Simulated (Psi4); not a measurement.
# BH3O3 (SMILES OB(O)O): a chain of runs

Wanted: a geometry optimisation (HF-3c/MINIX), then the harmonic vibrations, then the energy (CCSD(T)/cc-pVDZ) of BH3O3. 

The calculation is run with Psi4 1.11.

### Step 1. The structure to begin with

BH3O3 has 7 atoms, charge 0, and is taken as a singlet. SMILES: `OB(O)O`. All atoms were displaced at random from a relaxed shape. This is a higher conformer, about 20 kJ/mol above the lowest found by a separate search. The run starts from this shape.

Bond lengths: O1–B2 1.398 Å, B2–O3 1.432 Å, B2–O4 1.501 Å, O1–H5 1.046 Å, O3–H6 0.905 Å, O4–H7 0.926 Å. Angles: O1–B2–O3 117.0°, O1–B2–O4 126.5°, O3–B2–O4 116.3°, B2–O1–H5 103.9°, B2–O3–H6 107.6°, B2–O4–H7 119.4°.

### Step 2. A geometry optimisation at HF-3c/MINIX (density fitting) (run 1)

File input.dat:

```
memory 1600 MB

molecule m {
  0 1
  O
  B 1 1.397525
  O 2 1.43166 1 117.0089
  O 2 1.501159 1 126.52138 3 -175.24001
  H 1 1.046173 2 103.89844 3 -177.37892
  H 3 0.905265 2 107.6362 1 -176.04773
  H 4 0.926193 2 119.39936 1 -9.00171
  symmetry c1
}

set {
  geom_maxiter 60
}

optimize('hf-3c')
print_variables()
```

On the command line:

```sh
$ psi4 -i input.dat -o output.dat -n 1
```

output.dat:

```text
[...]
  Running in c1 symmetry.
[...]
  Nuclear repulsion =  111.389020595203434
[...]
  Multiplicity = 1
[...]
  Nalpha       = 16
  Nbeta        = 16
[...]
    Number of basis functions: 23
[...]
   @DF-RHF iter   1:  -249.38550576233976   -1.87075e+00   1.83471e-02 ADIIS/DIIS
[...]
   @DF-RHF iter   6:  -249.54690981082038   -1.16529e-12   8.45767e-09 DIIS
[...]
    Orbital Energies [Eh]
    ---------------------
    Doubly Occupied:
       1A    -20.319718     2A    -20.316840     3A    -20.311915
       4A     -7.677240     5A     -1.373594     6A     -1.315109
       7A     -1.308758     8A     -0.764495     9A     -0.717944
      10A     -0.646354    11A     -0.581240    12A     -0.572965
      13A     -0.500879    14A     -0.474316    15A     -0.470635
      16A     -0.457605
[...]
  @DF-RHF Final Energy:  -249.54690981082038
   => Energetics <=
    Nuclear Repulsion Energy =            115.2336672734548841
    One-Electron Energy =                -573.8202726207715614
    Two-Electron Energy =                 209.1005285448578661
    Total Energy =                       -249.5469098108203809
[...]
 Multipole Moments:
 ------------------------------------------------------------------------------------
     Multipole            Electronic (a.u.)      Nuclear  (a.u.)        Total (a.u.)
 ------------------------------------------------------------------------------------
 L = 1.  Multiply by 2.5417464519 to convert [e a0] to [Debye]
 Dipole X            :          0.0002254            0.0002127            0.0004381
 Dipole Y            :         -0.2041387            1.5069244            1.3027857
 Dipole Z            :         -0.0397059            0.0854197            0.0457139
 Magnitude           :                                                    1.3035876
[...]
  -Total Gradient:
     Atom            X                  Y                   Z
    ------   -----------------  -----------------  -----------------
       1       -0.000032567139    -0.000154899441     0.000127690229
       2        0.000025902624    -0.000030458727     0.000034026615
       3        0.000005450580     0.000023445408    -0.000017409151
       4       -0.000009596654    -0.000058402889    -0.000012839406
       5        0.000017169723     0.000166872430    -0.000120519999
       6       -0.000005060388     0.000008488440    -0.000004685648
       7       -0.000001298746     0.000044954779    -0.000006262640
[...]
    Final optimized geometry and variables:
    Molecular point group: c1
    Full point group: C1
    Geometry (in Angstrom), charge = 0, multiplicity = 1:
    O
    B             1    1.373212
    O             2    1.367213      1  117.085742
    O             2    1.383349      1  124.592534      3 -179.985779
    H             1    0.964737      2  121.192044      3 -179.913352
    H             3    0.966789      2  117.637504      1 -179.961758
    H             4    0.964577      2  121.603000      1    0.006223
  Variable Map:
  ----------------------------------------------------------------------------
  "CURRENT ENERGY"                    =>    -249.546909810820
[...]
```

On the terminal:

```text
Optimizer: Optimization complete!
```

Run time: 11 s. Hardware: 1 thread of Intel Xeon Platinum 8259CL at 2.50GHz (Skylake/Cascade Lake), shared host; peak memory 0.22 GiB.

The path in brief:

```
step  energy from the first frame kept (eV)  largest force (eV/Å)
   0                                 0.0000                6.2565
   1                                -0.9094                0.8599
   2                                -0.9546                0.3820
   3                                -0.9219                1.1471
   4                                -0.9592                0.1996
   5                                -0.9634                0.1424
   6                                -0.9638                0.0293
   7                                -0.9638                0.0106
```

After the run. Bond lengths: O1–B2 1.373 Å, B2–O3 1.367 Å, B2–O4 1.383 Å, O1–H5 0.965 Å, O3–H6 0.967 Å, O4–H7 0.965 Å. Angles: O1–B2–O3 117.1°, O1–B2–O4 124.6°, O3–B2–O4 118.3°, B2–O1–H5 121.2°, B2–O3–H6 117.6°, B2–O4–H7 121.6°.

### Step 3. Vibrational wavenumbers at HF-3c/MINIX (density fitting) (run 2)

File calc.py:

```python
import psi4

psi4.set_memory('1600 MB')
psi4.set_num_threads(1)
psi4.set_output_file('bh3o3.out', False)

mol = psi4.geometry("""
0 1
O     -1.113103     0.869648     0.445590
B     -0.041996     0.025748     0.283490
O      0.516643    -0.495938     1.417085
O      0.502415    -0.326532    -0.938463
H     -1.553144     1.270046    -0.313859
H      1.271618    -1.090662     1.312228
H      0.145961     0.013823    -1.767624
symmetry c1
""")

psi4.set_options(dict(t=600.0, rotational_symmetry_number=1))

energy_value, wavefunction = psi4.frequencies('HF-3C', molecule=mol, return_wfn=True)
print(f'total energy {energy_value:.8f} hartree = {energy_value * 27.211386:.5f} eV')
print('wavenumbers / cm^-1:', wavefunction.frequencies().np.round(1))
for k in ('ZPVE', 'ENTHALPY', 'GIBBS FREE ENERGY'):
    print(f'{k}: {psi4.variable(k):.8f} Eh')
for k, v in sorted(psi4.core.scalar_variables().items()):
    print(f'{k:45s} {v:18.10f}')
```

On the command line:

```sh
$ python calc.py
```

bh3o3.out, cut to the lines that bear on the results:

```text
[...]
  Running in c1 symmetry.
[...]
  Nuclear repulsion =  115.233657823273120
[...]
  Multiplicity = 1
[...]
  Nalpha       = 16
  Nbeta        = 16
[...]
    Number of basis functions: 23
[...]
   @DF-RHF iter   1:  -249.44858495165425   -1.71768e+00   1.65661e-02 DIIS/ADIIS
[...]
  -Total Gradient:
     Atom            X                  Y                   Z
    ------   -----------------  -----------------  -----------------
       1        0.000128620742    -0.000070301183     0.000139798692
       2        0.000012766687    -0.000044920909     0.000024530774
       3       -0.000017765820     0.000008570873    -0.000021170015
       4       -0.000000629704     0.000008764755     0.000059916449
       5       -0.000114548226     0.000079566195    -0.000151709975
       6       -0.000001665995     0.000008328286    -0.000007606034
       7       -0.000006777685     0.000009991984    -0.000043759891
[...]
   @DF-RHF iter  11:  -249.54690981110986   -1.70530e-13   1.69737e-09 DIIS
[...]
    Orbital Energies [Eh]
    ---------------------
[...]
  @DF-RHF Final Energy:  -249.54690981110986
   => Energetics <=
    Nuclear Repulsion Energy =            115.2336578232731199
    One-Electron Energy =                -573.8202519557981987
    Two-Electron Energy =                 209.1005173181096666
    Total Energy =                       -249.5469098111098560
[...]
 Multipole Moments:
 ------------------------------------------------------------------------------------
     Multipole            Electronic (a.u.)      Nuclear  (a.u.)        Total (a.u.)
 ------------------------------------------------------------------------------------
[...]
  ==> Harmonic Vibrational Analysis <==
[...]
  Freq [cm^-1]                 433.9711            454.2169            472.1799
[...]
  IR activ [km/mol]             0.5203             39.7107              3.6469
[...]
  Freq [cm^-1]                 529.4235            594.9781            717.7767
[...]
  IR activ [km/mol]            167.2308            207.7248            245.7767
[...]
  Freq [cm^-1]                 914.8038            968.7504           1027.8071
[...]
  IR activ [km/mol]             4.9229             344.9703            166.4369
[...]
  Freq [cm^-1]                1103.0753           1501.8002           1664.4285
[...]
  IR activ [km/mol]            100.6854            338.0673            297.5624
[...]
  Freq [cm^-1]                4300.7049           4314.9264           4328.4463
[...]
```

On the terminal:

```text
Warning: used thermodynamics relations inappropriate for low-frequency modes: ['433.9711' '454.2169' '472.1799' '529.4235' '594.9781']
total energy -249.54690981 hartree = -6790.51729 eV
wavenumbers / cm^-1: [ 434.   454.2  472.2  529.4  595.   717.8  914.8  968.8 1027.8 1103.1
 1501.8 1664.4 4300.7 4314.9 4328.4]
ZPVE: 0.05314347 Eh
ENTHALPY: -249.47834348 Eh
GIBBS FREE ENERGY: -249.55577019 Eh
CURRENT ENERGY                                   -249.5469098111
CURRENT REFERENCE ENERGY                         -249.5469098111
DD SOLVATION ENERGY                                 0.0000000000
DISPERSION CORRECTION ENERGY                       -0.0608329967
ENTHALPY                                         -249.4783434777
ENTHALPY CORRECTION                                 0.0685663334
GIBBS FREE ENERGY                                -249.5557701904
GIBBS FREE ENERGY CORRECTION                       -0.0088603793
HF KINETIC ENERGY                                 250.2836354405
HF POTENTIAL ENERGY                              -499.8305452516
HF TOTAL ENERGY                                  -249.4860768144
HF VIRIAL RATIO                                     1.9970564371
HF3C DISPERSION CORRECTION ENERGY                  -0.0163004255
NUCLEAR REPULSION ENERGY                          115.2336578233
ONE-ELECTRON ENERGY                              -573.8202519558
PCM POLARIZATION ENERGY                             0.0000000000
PE ENERGY                                           0.0000000000
SCF ITERATION ENERGY                             -249.5469098111
SCF ITERATIONS                                     11.0000000000
SCF TOTAL ENERGY                                 -249.5469098111
THERMAL ENERGY                                   -249.4802435640
THERMAL ENERGY CORRECTION                           0.0666662471
TWO-ELECTRON ENERGY                               209.1005173181
ZERO K ENTHALPY                                  -249.4937663370
ZPVE                                                0.0531434741
```

Wall time 9.9 s (1 thread of Intel Xeon Platinum 8259CL at 2.50GHz (Skylake/Cascade Lake), shared host); peak memory 0.25 GiB.

### Step 4. The energy at CCSD(T)/cc-pVDZ (run 3)

File input.dat:

```
memory 1.6 GB

molecule {
  O
  B 1 1.373213
  O 2 1.367213 1 117.08571
  O 2 1.383349 3 118.32177 1 179.98673
  H 1 0.964737 2 121.19209 3 -179.91335
  H 3 0.966788 2 117.63744 1 -179.96176
  H 4 0.964577 2 121.60299 3 -179.97943
  symmetry c1
}

set globals {
  basis cc-pVDZ
  reference rhf
  scf_type pk
  freeze_core true
}

e, wfn = energy("ccsd(t)", return_wfn=True)
print_variables()
```

On the command line:

```sh
$ psi4 input.dat output.dat -n 1
```

output.dat:

```text
[...]
  Running in c1 symmetry.
[...]
  Nuclear repulsion =  115.233650266645867
[...]
  Multiplicity = 1
[...]
  Nalpha       = 16
  Nbeta        = 16
[...]
    Number of basis functions: 71
[...]
   @RHF iter   1:  -251.02818565228250   -1.07087e+00   9.19388e-03 DIIS/ADIIS
[...]
   @RHF iter  12:  -251.20110525379863   -1.10845e-12   3.04665e-09 DIIS
[...]
    Orbital Energies [Eh]
    ---------------------
    Doubly Occupied:
       1A    -20.565751     2A    -20.561236     3A    -20.552032
       4A     -7.675356     5A     -1.385918     6A     -1.337597
       7A     -1.331623     8A     -0.790207     9A     -0.748879
      10A     -0.678653    11A     -0.609220    12A     -0.586058
      13A     -0.541399    14A     -0.514906    15A     -0.498520
      16A     -0.487981
[...]
  @RHF Final Energy:  -251.20110525379863
   => Energetics <=
    Nuclear Repulsion Energy =            115.2336502666458671
    One-Electron Energy =                -575.1388382671383397
    Two-Electron Energy =                 208.7040827466938140
    Total Energy =                       -251.2011052537986302
[...]
 Multipole Moments:
 ------------------------------------------------------------------------------------
     Multipole            Electronic (a.u.)      Nuclear  (a.u.)        Total (a.u.)
 ------------------------------------------------------------------------------------
 L = 1.  Multiply by 2.5417464519 to convert [e a0] to [Debye]
 Dipole X            :          0.0001876            0.0002135            0.0004011
 Dipole Y            :         -0.2855942            1.5069239            1.2213297
 Dipole Z            :         -0.0552740            0.0854179            0.0301440
 Magnitude           :                                                    1.2217017
[...]
      * MP2 total energy                      = -251.841421940869424
[...]
      * CCSD total energy                     = -251.859369997182654
[...]
      * CCSD(T) total energy                  = -251.873704705186555
[...]
```

Run time: 32 s. Hardware: 1 thread of Intel Xeon Platinum 8259CL at 2.50GHz (Skylake/Cascade Lake), shared host; peak memory 0.39 GiB.

### Step 5. Outcome

| quantity | value |
| --- | --- |
| run 1, HF-3c/MINIX: total energy at the end | -249.54691 Eh |
| run 1, HF-3c/MINIX: dipole moment | 3.31 D |
| run 1, HF-3c/MINIX: HOMO energy | -12.45 eV |
| run 1, HF-3c/MINIX: LUMO energy | 8.09 eV |
| run 1, HF-3c/MINIX: HOMO–LUMO gap | 20.54 eV |
| run 2, HF-3c/MINIX: lowest harmonic wavenumber | 434 cm⁻¹ |
| run 2, HF-3c/MINIX: highest harmonic wavenumber | 4328 cm⁻¹ |
| run 2, HF-3c/MINIX: zero-point energy | 139.5 kJ/mol |
| run 2, HF-3c/MINIX: ideal-gas entropy at 600 K (symmetry number 1 as used) | 81.0 cal/(mol K) |
| run 3, CCSD(T)/cc-pVDZ: total energy | -251.87370 Eh |
| run 3, CCSD(T)/cc-pVDZ: HOMO energy (Hartree–Fock orbitals) | -13.28 eV |
| run 3, CCSD(T)/cc-pVDZ: LUMO energy (Hartree–Fock orbitals) | 4.31 eV |
| run 3, CCSD(T)/cc-pVDZ: HOMO–LUMO gap (Hartree–Fock orbitals) | 17.59 eV |
| run 3, CCSD(T)/cc-pVDZ: correlation energy (4 core orbitals frozen) | -672.6 mEh |
| run 3, CCSD(T)/cc-pVDZ: (T) correction | -14.33 mEh |
| run 3, CCSD(T)/cc-pVDZ: T1 diagnostic | 0.012 |

The optimisation (run 1, HF-3c/MINIX) took 8 steps and changed the energy by -0.964 eV. All 15 modes (run 2, HF-3c/MINIX) are real, so the shape is a minimum at this level. The triples (run 3, CCSD(T)/cc-pVDZ) make up 2.1 % of the correlation energy.
